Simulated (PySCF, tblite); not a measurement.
# C₃H₈BNO₃: geometry, infrared bands and NMR shifts

Wanted: the infrared bands and NMR shifts of C₃H₈BNO₃ (`COB(NC=O)OC`), by calculation.

Programs: tblite 0.8.0 and PySCF 2.14.0, with density-fitted response routines of our own. Each step states its level of theory. These are calculated values for one molecule in the gas phase, unless marked as measured. Atoms are numbered from 0 throughout.

### 1 Starting geometry

16 atoms, charge 0, multiplicity 1; geometry from: force field or distance geometry start.

Bonds of the start (Å): C0–O1 1.39, O1–B2 1.48, B2–N3 1.53, N3–C4 1.44, C4–O5 1.26, B2–O6 1.47, O6–C7 1.42, C0–H8 1.11, C0–H9 1.10, C0–H10 1.12, N3–H11 1.04, C4–H12 1.08, C7–H13 1.12, C7–H14 1.10, C7–H15 1.12.

### 2 Geometry optimisation with GFN2-xTB

The job: settings as JSON, then the geometry in Å.

```
{"job": {"kind": "relax", "xc": "GFN2-xTB", "basis": "xTB"}, "charge": 0, "multiplicity": 1}
C     -1.170900     1.901500     0.103200
O     -0.572500     0.875600     0.829300
B      0.214000     0.023500    -0.087700
N     -0.420900    -1.210200    -0.734000
C     -1.730700    -1.708600    -0.408800
O     -2.458800    -1.142200     0.443100
O      1.596100     0.392200    -0.419800
C      2.454800    -0.226000     0.520600
H     -1.763600     2.527200     0.806500
H     -0.428000     2.568500    -0.370000
H     -1.893800     1.504200    -0.657800
H      0.150600    -1.751600    -1.415200
H     -2.109000    -2.582600    -0.917100
H      2.384000    -1.342800     0.458800
H      3.491400     0.052600     0.271200
H      2.249600     0.127500     1.566300
```

The run is started by

```
> OMP_NUM_THREADS=1 python probes_run.py task.json out
```

The driver reads the jobs from task.json and runs them one after another.

**Question.** This job is followed by: GFN2-xTB harmonic vibrations, gas phase; GIAO PBE0/pcSseg-1 NMR shielding, non-relativistic, gas phase. Predict these results of the whole session: strongest single infrared mode (GFN2-xTB); zero-point energy (GFN2-xTB); ¹³C shifts against TMS (PBE0/pcSseg-1, means over atoms taken as alike); ¹H shifts against TMS (PBE0/pcSseg-1, means over atoms taken as alike); ¹⁷O shifts against H2O (PBE0/pcSseg-1, means over atoms taken as alike); ¹¹B shifts against BF3·OEt2 (PBE0/pcSseg-1); ¹⁵N shifts against NH3 (PBE0/pcSseg-1).

**Answer**, as computed:

```
                                                               quantity                  value
                              strongest single infrared mode (GFN2-xTB)  1772 cm⁻¹, 591 km/mol
                                           zero-point energy (GFN2-xTB)          76.5 kcal/mol
¹³C shifts against TMS (PBE0/pcSseg-1, means over atoms taken as alike)        164.7, 56.0 ppm
 ¹H shifts against TMS (PBE0/pcSseg-1, means over atoms taken as alike)   8.20, 5.17, 4.34 ppm
¹⁷O shifts against H2O (PBE0/pcSseg-1, means over atoms taken as alike)        454.7, 76.5 ppm
                            ¹¹B shifts against BF3·OEt2 (PBE0/pcSseg-1)               16.3 ppm
                                 ¹⁵N shifts against NH3 (PBE0/pcSseg-1)              152.5 ppm
```

What this shows: Over 103 steps the energy fell by 1.908 eV; of the close pairs, O1–B2 changed most, 1.478 to 1.332 Å. The lowest mode is slightly imaginary (15i cm⁻¹), a soft motion within the noise of the Hessian, so the minimum is not strictly shown. The strongest single mode, at 1772 cm⁻¹, moves mainly C4 and O5. GFN2-xTB is a fitted tight-binding method: band positions and strengths are rough. Its intensities can rank the bands wrongly. At PBE0/pcSseg-1: The largest span, 739 ppm, is at O5, where the paramagnetic term is -520 ppm.
